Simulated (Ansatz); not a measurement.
Predict the output of the script below (Ansatz 0.2.0 through its Python package).

The script, `alco_series.py`:
```python
# -*- coding: utf-8 -*-
import warnings

import ansatz
import numpy as np


def cscl(first, second, a):
    return (
        ansatz.Lattice.cubic(a)
        .space_group(221)
        .atom(first, (0, 0, 0))
        .atom(second, (0.5, 0.5, 0.5))
    )

POLARISED = {"AlCo"}


def ground_state(name, crystal):
    calc = (
        crystal.calculation()
        .basis(550)
        .functional("lda")
        .kpoints(spacing=0.16)
        .occupations("fermi_dirac", width=0.1)
        .stress()
        .band_table()
    )
    if name in POLARISED:
        calc = calc.spin("collinear")
    calc = calc.relax(force_tolerance=0.03, max_steps=40, cell=True)
    return calc.run(threads=1)


def volume_per_atom(outcome):
    return abs(np.linalg.det(outcome.lattice.cell_ang)) / len(outcome.lattice.sites)


def main():
    warnings.simplefilter("ignore", ansatz.DeckWarning)

    phases = {}
    phases["AlCo"] = cscl("Al", "Co", 2.82).moments(Co=2.5)
    phases["AlRh"] = cscl("Al", "Rh", 3.01)
    phases["AlIr"] = cscl("Al", "Ir", 2.99)

    done = {}
    for name, crystal in phases.items():
        done[name] = ground_state(name, crystal)
        print(f"{name}: {done[name].report['energy_sigma0_ev']:.4f} eV, {len(done[name].lattice.sites)} atoms")

    rows = [(name, float(np.linalg.norm(o.lattice.cell_ang[0])), volume_per_atom(o), abs(o.report["magnetization_mub"])) for name, o in done.items()]
    print("| compound | a (A) | V (A^3/atom) | M (muB/cell) |")
    print("| --- | --- | --- | --- |")
    for row in rows:
        print(f"| {row[0]} | {row[1]:.3f} | {row[2]:.3f} | {row[3]:.2f} |")


if __name__ == "__main__":
    main()
```

```console
$ python alco_series.py
RunWarning: the starting moments were not kept: the SCF closed with an absolute magnetisation of 2.2e-7 μB, where they sum to 2.5 μB in size (1 site). That is at most 0.1 of that sum. Measured as dr2_m measures the in/out step, that magnetisation stands 8.6e-14 eV from none, at or under the dr2_threshold of 1.0e-7 eV: [...]
AlCo: -5576.9997 eV, 2 atoms
AlRh: -6793.7535 eV, 2 atoms
AlIr: -12178.1785 eV, 2 atoms
| compound | a (A) | V (A^3/atom) | M (muB/cell) |
| --- | --- | --- | --- |
| AlCo | 2.794 | 10.911 | 0.00 |
| AlRh | 2.949 | 12.822 | 0.00 |
| AlIr | 2.970 | 13.095 | 0.00 |
```
(Warnings from the package without file and line, shortened, repeats left out.)

From smallest to largest: AlCo (10.91 Å³), AlRh (12.82 Å³) and AlIr (13.09 Å³). The largest is 20 % above the smallest.

Absolute energies stand on the zero of these potentials, so only differences at equal settings mean something. The SCF didn't keep the moments it started from (some shrank, vanished or turned); what is printed is the state reached. Spin-orbit coupling, which matters for elements this heavy, is left out. The cells are built on a prototype by substitution; a member may or may not take this structure in nature. The script silences the warnings on its input, which a real study should read. The whole script took 88 s on 1 thread of Arm Neoverse V1, on a shared host, peak memory 0.49 GiB.
